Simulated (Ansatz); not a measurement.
H2Se, SMILES [SeH2]: a test of scalar relativity, run with the Python package of Ansatz (0.2.0).

`h2se.xyz`
```text
3

Se    0.54991   -0.26943    0.27482
H     0.04445    1.07061    0.14102
H    -0.59436   -0.80119   -0.41583
```

`x2c_h2se.py`:
```python
# -*- coding: utf-8 -*-
"""H2Se with and without the spin-free two-component Hamiltonian."""

import warnings

import ansatz as az
import numpy as np

warnings.simplefilter("ignore", az.DeckWarning)

mol = az.Crystal.molecule_from_extxyz("h2se.xyz")

setup = mol.calculation().functional("pbe").forces()
# a set contracted for a scalar-relativistic Hamiltonian goes with the relativistic run
sets = {"none": "cc-pVTZ", "scalar": "cc-pVTZ-DK"}
found = {kind: setup.basis(gaussian=basis).pseudopotentials(relativity=kind).run(threads=1).report for kind, basis in sets.items()}
for kind, each in found.items():
    dipole = 4.803205 * np.linalg.norm(each["charge_distribution"]["dipole_moment_e_ang"])
    print(f"{kind:7s} E = {each['free_energy_ev']:.4f} eV  dipole {dipole:.3f} D  largest force component {np.abs(each['forces_ev_ang']).max():.4f} eV/A")
print(f"relativity lowers the total energy by {found['none']['free_energy_ev'] - found['scalar']['free_energy_ev']:.3f} eV")
```

What does scalar relativity change in the total energy and in the dipole?

The total moves by -770.9 eV, nearly all in the cores, and the dipole from 0.78 to 0.70 D.

The run itself:

```console
$ python x2c_h2se.py
none    E = -65373.3437 eV  dipole 0.782 D  largest force component 1.0882 eV/A
scalar  E = -66144.2737 eV  dipole 0.704 D  largest force component 1.0451 eV/A
relativity lowers the total energy by 770.930 eV
```

Notes:
- Total energies depend on the basis set; only differences at equal settings carry meaning.
- The geometry is a force-field or estimated start, not a minimum of this method. The basis set changes with the Hamiltonian (a set recontracted for scalar relativity), and most of the change in the total lies in the cores.
- Hardware and time: 3.7 s on 1 thread of Arm Neoverse N1, with other jobs on the host, peak memory 0.17 GiB.
